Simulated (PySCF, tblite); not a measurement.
**C₄H₁₁ClSeSi₂: geometry, infrared bands and NMR shifts**

What infrared bands and NMR shifts should C₄H₁₁ClSeSi₂ (`Cl[SiH2][Se][C@H]1CC[SiH2]C1`) show?

Computed with tblite 0.8.0 and PySCF 2.14.0, with density-fitted response routines of our own, on a single molecule in the gas phase. Atoms are numbered from 0 throughout.

### Step 1. The starting structure

19 atoms, charge 0, multiplicity 1; geometry from: force field or distance geometry start.

Bonds of the start (Å): Cl0–Si1 2.10, Si1–Se2 2.27, Se2–C3 1.96, C3–C4 1.45, C4–C5 1.49, C5–Si6 1.88, Si6–C7 1.87, C7–C3 1.49, Si1–H8 1.49, Si1–H9 1.46, C3–H10 1.10, C4–H11 1.12, C4–H12 1.12, C5–H13 1.09, C5–H14 1.10, Si6–H15 1.46, Si6–H16 1.45, C7–H17 1.11, C7–H18 1.12.

### Step 2. Relaxing the molecule with GFN2-xTB

The job: settings as JSON, then the geometry in Å.

```
{"job": {"kind": "relax", "xc": "GFN2-xTB", "basis": "xTB"}, "charge": 0, "multiplicity": 1}
Cl     3.742200     1.098100     0.711900
Si     3.521500    -0.719400    -0.310100
Se     1.347600    -0.839500    -0.955400
C      0.174100     0.095600     0.308200
C     -0.545400     1.116000    -0.427200
C     -1.967400     1.273200    -0.002300
Si    -2.359500    -0.557100     0.134100
C     -0.694800    -0.961600     0.894300
H      3.842100    -1.857500     0.591700
H      4.333900    -0.735100    -1.522800
H      0.811300     0.546000     1.088400
H      0.043500     2.063700    -0.403000
H     -0.574700     0.830400    -1.505800
H     -2.014100     1.731300     0.990800
H     -2.646900     1.701400    -0.747400
H     -3.490500    -0.837800     1.005800
H     -2.429600    -1.117900    -1.199900
H     -0.387500    -2.003000     0.675900
H     -0.715500    -0.817400     2.005200
```

Started as:

```
OMP_NUM_THREADS=1 python probes_run.py task.json out
```

One launch serves the whole session: the jobs run in the order shown.

**Question.** This job is followed by: GFN2-xTB harmonic vibrations, gas phase; GIAO PBE0/pcSseg-1 NMR shielding, non-relativistic, gas phase. Predict these results of the whole session: strongest single infrared mode (GFN2-xTB); zero-point energy (GFN2-xTB); ¹³C shifts against TMS (PBE0/pcSseg-1); ¹H shifts against TMS (PBE0/pcSseg-1); ³⁵Cl shifts against HCl (PBE0/pcSseg-1); ²⁹Si shifts against TMS (PBE0/pcSseg-1); ⁷⁷Se shifts against Me2Se (PBE0/pcSseg-1).

**Answer**, as computed:

```
                                 quantity                                                                 value
strongest single infrared mode (GFN2-xTB)                                                  675 cm⁻¹, 492 km/mol
             zero-point energy (GFN2-xTB)                                                         84.8 kcal/mol
   ¹³C shifts against TMS (PBE0/pcSseg-1)                                             52.1, 38.9, 22.5, 9.1 ppm
    ¹H shifts against TMS (PBE0/pcSseg-1)  6.14, 5.79, 4.29, 4.23, 3.20, 2.41, 1.74, 1.54, 1.16, 1.08, 0.90 ppm
  ³⁵Cl shifts against HCl (PBE0/pcSseg-1)                                                               -44 ppm
  ²⁹Si shifts against TMS (PBE0/pcSseg-1)                                                       -5.9, -35.2 ppm
⁷⁷Se shifts against Me2Se (PBE0/pcSseg-1)                                                                 1 ppm
```

What this shows: The optimisation took 185 steps and gained 0.854 eV; among the close pairs (by a distance rule), Cl0–Si1 changed most, from 2.097 to 2.019 Å. No mode is imaginary among the 51: a minimum at this level. The strongest single mode, at 675 cm⁻¹, moves mainly H8 and H9. Unscaled tight-binding wavenumbers are off by several per cent, some by more. Its intensities can rank the bands wrongly. At PBE0/pcSseg-1: The largest span, 904 ppm, is at Se2, where the paramagnetic term is -1245 ppm. Spin-orbit coupling is left out, which matters for shieldings and couplings at and beside the heavy atoms.
